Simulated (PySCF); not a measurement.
# CeH6O3 ([Ce(H2O)3]3+): the cost of one run

Programs: PySCF 2.14.0, with routines of our own; each step states its level. All values are computed. Atoms count from 0.

### 1 The starting structure

10 atoms, charge 3, states of the metal's open shell are computed; geometry from: model geometry, bond lengths from ionic radii.

### 2 Ligand-field states: state-averaged CASSCF

What the job is given:

```
{"job": {"kind": "lf", "basis": {"metal": "x2c-TZVPall", "ligand": "x2c-SVPall"}, "nevpt": true}, "charge": 3, "metal": "Ce", "open_shell": "f1"}
Ce     0.000000     0.000000     0.000000
O      2.230000     0.000000     0.000000
H      2.805000     0.775000     0.000000
H      2.805000    -0.775000     0.000000
O     -1.115000     1.931237     0.000000
H     -2.073670     2.041701     0.000000
H     -0.731330     2.816701     0.000000
O     -1.115000    -1.931237     0.000000
H     -0.731330    -2.816701     0.000000
H     -2.073670    -2.041701     0.000000
```

Level: state-averaged CASSCF of the metal f shell, SC-NEVPT2 on the averaged canonical orbitals, state-interaction spin-orbit coupling.

Started as:

```console
$ OMP_NUM_THREADS=1 python lf_run.py task.json out
```

One launch serves the whole session: the jobs run in the order shown.

**Question.** How long does this first job take on 1 thread of Arm Neoverse V1, shared host, and how much memory does it need?

About 32 s, with a peak of 0.47 GiB.
